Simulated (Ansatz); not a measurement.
**CH₄ClFGeO: basis-set convergence**

An exercise on one series of results from a longer session: the logs are not shown, and one member is left open.

Computed with Ansatz 0.2.0, Gaussian basis. Level: one geometry, several basis sets.

The runs, in order: PBE0-D4/def2-SVP; ωB97M-V/def2-SVP; PBE0-D4/def2-QZVPP; ωB97M-V/def2-QZVPP; the functionals' def2-TZVPP values are taken from earlier runs.

## The relaxed structure

All runs share one geometry, relaxed beforehand with PBE0-D4 in a triple-zeta def2 set.

9 atoms, charge 0, spin multiplicity 1.

Atoms are counted from 1 here; the program's logs count them from 0.

Bond lengths: C1–O2 1.415 Å, C1–H6 1.096 Å, C1–H7 1.095 Å, C1–H8 1.091 Å, O2–Ge3 1.745 Å, Ge3–F4 1.716 Å, Ge3–Cl5 2.133 Å, Ge3–H9 1.527 Å. Angles: O2–C1–H6 111.9°, O2–C1–H7 111.7°, O2–C1–H8 107.2°, H6–C1–H7 108.9°, H6–C1–H8 108.4°, H7–C1–H8 108.7°, C1–O2–Ge3 121.3°, O2–Ge3–F4 104.0°, O2–Ge3–Cl5 110.0°, O2–Ge3–H9 115.1°, F4–Ge3–Cl5 107.8°, F4–Ge3–H9 108.9°, Cl5–Ge3–H9 110.6°.

Coordinates:

```mol
CH4ClFGeO
  3D, bonds by distance, orders not assigned

  9  8  0  0  0  0  0  0  0  0999 V2000
    0.1959    1.0865    0.9088 C   0  0
   -0.3312   -0.2195    0.7703 O   0  0
   -0.1338   -1.1258   -0.7080 Ge  0  0
   -1.2702   -2.4041   -0.5653 F   0  0
   -0.7052    0.0712   -2.3782 Cl  0  0
    1.2911    1.0927    0.8623 H   0  0
   -0.1944    1.7646    0.1434 H   0  0
   -0.1088    1.4545    1.8893 H   0  0
    1.2565   -1.7201   -0.9226 H   0  0
  1  2  8  0
  2  3  8  0
  3  4  8  0
  3  5  8  0
  1  6  8  0
  1  7  8  0
  1  8  8  0
  3  9  8  0
M  END
```

The first run:

in.yaml

```yaml
crystal:
  periodic: [false, false, false]
  atoms:
    - {symbol: C, position_ang: [0.195947, 1.086507, 0.908809]}
    - {symbol: O, position_ang: [-0.331221, -0.219485, 0.770310]}
    - {symbol: Ge, position_ang: [-0.133761, -1.125836, -0.708046]}
    - {symbol: F, position_ang: [-1.270196, -2.404053, -0.565318]}
    - {symbol: Cl, position_ang: [-0.705156, 0.071165, -2.378199]}
    - {symbol: H, position_ang: [1.291067, 1.092688, 0.862348]}
    - {symbol: H, position_ang: [-0.194387, 1.764593, 0.143372]}
    - {symbol: H, position_ang: [-0.108828, 1.454493, 1.889325]}
    - {symbol: H, position_ang: [1.256534, -1.720071, -0.922601]}
basis:
  gaussian: {orbitals: def2-SVP}
hamiltonian: {xc: pbe0, dispersion: d4}
output: {orbitals: {seedname: orbitals}}
```

On the command line:

```console
ansatz run in.yaml --threads 4 --pin off --events-out ev --progress --plain --max-ram 10444MiB
```

Among the steps run: PBE0-D4 in def2-SVP; ωB97M-V in def2-SVP; PBE0-D4 in def2-QZVPP; ωB97M-V in def2-QZVPP.

One table of the session follows, with a row left open; its other results are not shown here.

It belongs to the step «Functionals by basis». 

| functional | basis | HOMO (eV) | LUMO (eV) |
| --- | --- | --- | --- |
| PBE0-D4 | def2-SVP | -8.59 | -0.03 |
| PBE0-D4 | def2-TZVPP | -8.69 | -0.31 |
| PBE0-D4 | def2-QZVPP | ? | ? |
| ωB97M-V | def2-SVP | -10.96 | 2.15 |
| ωB97M-V | def2-TZVPP | -11.08 | 1.73 |
| ωB97M-V | def2-QZVPP | -11.12 | 1.46 |

Estimate the missing values for PBE0-D4, def2-QZVPP.

**Answer.** HOMO (eV): -8.73; LUMO (eV): -0.44. In the column «HOMO (eV)» it lies between ωB97M-V, def2-SVP (-10.96) and PBE0-D4, def2-TZVPP (-8.69).
